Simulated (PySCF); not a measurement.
# C2H5BO3: the cost of one run

Programs: PySCF 2.14.0, with density-fitted response routines of our own. Each step states its level of theory. These are calculated values for one molecule in the gas phase, unless marked as measured. Atoms are numbered from 0 throughout.

## Step 1: The molecule as given

11 atoms, charge 0, multiplicity 1; geometry from: GFN2-xTB. The atoms were then displaced at random by about 0.01 Å, so the start is not that level's minimum.

Bonds of the start (Å): O0–B1 1.37, B1–O2 1.39, O2–C3 1.36, C3–C4 1.57, C4–O5 1.40, O5–B1 1.36, O0–H6 0.96, C3–H7 1.10, C3–H8 1.13, C4–H9 1.08, C4–H10 1.11.

## Step 2: Relaxing the molecule at PBE0-D3(BJ)/def2-SVP

The job: settings as JSON, then the geometry in Å.

```
{"job": {"xc": "PBE0", "basis": "def2-SVP", "d3": "d3bj", "grid": 1, "shake": 0.01, "kind": "geom"}, "charge": 0, "multiplicity": 1}
O      2.447190    -0.695850    -0.055060
B      1.128580    -0.349540     0.083370
O      0.661330     0.756460     0.778070
C     -0.695330     0.783860     0.720760
C     -1.116890    -0.469120    -0.126300
O      0.107460    -1.073480    -0.454850
H      3.039400    -0.066990     0.371150
H     -1.031530     1.721380     0.247350
H     -1.130550     0.740250     1.760850
H     -1.640840    -0.196700    -1.027780
H     -1.730710    -1.176090     0.460730
```

On the command line:

```bash
$ OMP_NUM_THREADS=1 python probes_run.py task.json out
```

This one command runs all jobs of the session in turn.

Q: Estimate the wall time and peak memory of this first job on 1 thread of Arm Neoverse V1, shared host.

About 24 s, with a peak of 0.45 GiB.
